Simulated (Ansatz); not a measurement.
# Se on graphene monolayer: a dynamics run in two tries

Wanted: a short trajectory, and a check that the input is sound. The slab cell is 3×3, 1 layer thick, and the adsorbate is set down on it by hand.

Program: Ansatz 0.2.0. Level of theory: DFT LDA, plane waves, PAW, scalar-relativistic, no spin polarisation. These are calculated values, not measurements.

## (1) The system as given

The cell holds 19 atoms (C18Se): a = 7.398 Å, b = 7.398 Å, c = 11.000 Å, α = 90.00°, β = 90.00°, γ = 120.00°.

As a file:

```
C Se
1.0
     7.39800    0.00000    0.00000
    -3.69900    6.40686    0.00000
     0.00000    0.00000   11.00000
C Se
18 1
Direct
  0.99550 0.98984 0.08395
  0.21831 0.10558 0.09721
  0.00198 0.32482 0.09692
  0.21134 0.42996 0.08397
  0.99886 0.66249 0.08561
  0.22205 0.77603 0.09345
  0.32663 0.99361 0.09555
  0.55402 0.10075 0.10037
  0.33019 0.32077 0.08821
  0.54806 0.43704 0.08979
  0.32010 0.65241 0.08089
  0.55699 0.77457 0.07304
  0.66828 0.99537 0.09606
  0.87720 0.09657 0.11534
  0.66410 0.32734 0.09841
  0.88503 0.43810 0.10434
  0.66645 0.66488 0.07311
  0.88454 0.76550 0.05902
  0.93267 0.06280 0.28623
```

## (2) First attempt

File input.yaml:

```yaml
crystal:
  lattice:
    - [7.398, 0.0, 0.0]
    - [-3.699, 6.406856, 0.0]
    - [0.0, 0.0, 11.0]
  atoms:
    - { symbol: C, position: [-0.00449535, -0.01015831, 0.08395005] }
    - { symbol: C, position: [0.21831334, 0.10558092, 0.09721043] }
    - { symbol: C, position: [0.00197951, 0.32481882, 0.09692156] }
    - { symbol: C, position: [0.21134032, 0.4299573, 0.08397016] }
    - { symbol: C, position: [-0.00114175, 0.66249359, 0.08561289] }
    - { symbol: C, position: [0.22204722, 0.77603188, 0.09344583] }
    - { symbol: C, position: [0.32662907, -0.00638662, 0.09554964] }
    - { symbol: C, position: [0.5540169, 0.10074516, 0.10037334] }
    - { symbol: C, position: [0.33019419, 0.32077145, 0.08820515] }
    - { symbol: C, position: [0.54806281, 0.43704397, 0.08979021] }
    - { symbol: C, position: [0.32010211, 0.65240517, 0.08088555] }
    - { symbol: C, position: [0.55699494, 0.77456734, 0.0730361] }
    - { symbol: C, position: [0.66827897, -0.00463053, 0.09606209] }
    - { symbol: C, position: [0.87720257, 0.0965726, 0.11534286] }
    - { symbol: C, position: [0.66410441, 0.32733592, 0.09840887] }
    - { symbol: C, position: [0.88502629, 0.4380959, 0.10433516] }
    - { symbol: C, position: [0.66644801, 0.66487773, 0.07310794] }
    - { symbol: C, position: [0.88453821, 0.76550043, 0.05902059] }
    - { symbol: Se, position: [0.93266572, 1.06279712, 0.28623478] }
basis:
  ecutwfc: 420.0
kpoints:
  mp_grid: { grid: [2, 2, 1] }
hamiltonian:
  xc: lda
scf:
  occupations: { method: fermi_dirac, width: 0.05 }
  lower_state_search: "off"
  max_iter: 92
md:
  timestep: 1
  n_steps: 25
  ensemble: nvt_langevin
  temperature: 1800.0
  initial_velocities: maxwell_boltzmann
  seed: 494328
  friction: 0.01
  masses: [{ species: C, mass: 0.0 }]
```

Started as:

```bash
$ ansatz run input.yaml --threads 1 --pin off --max-ram 3072MiB --backend cpu --events-out ev --progress --plain --runs-dir out
```

What does the calculation give? Wanted: first try.

The runs gave:

| quantity | value |
| --- | --- |
| first try | refused |
| cause | an atom is given no mass, so any force would accelerate it without limit |

The fault in the first input was caught at the input check and cost nothing.
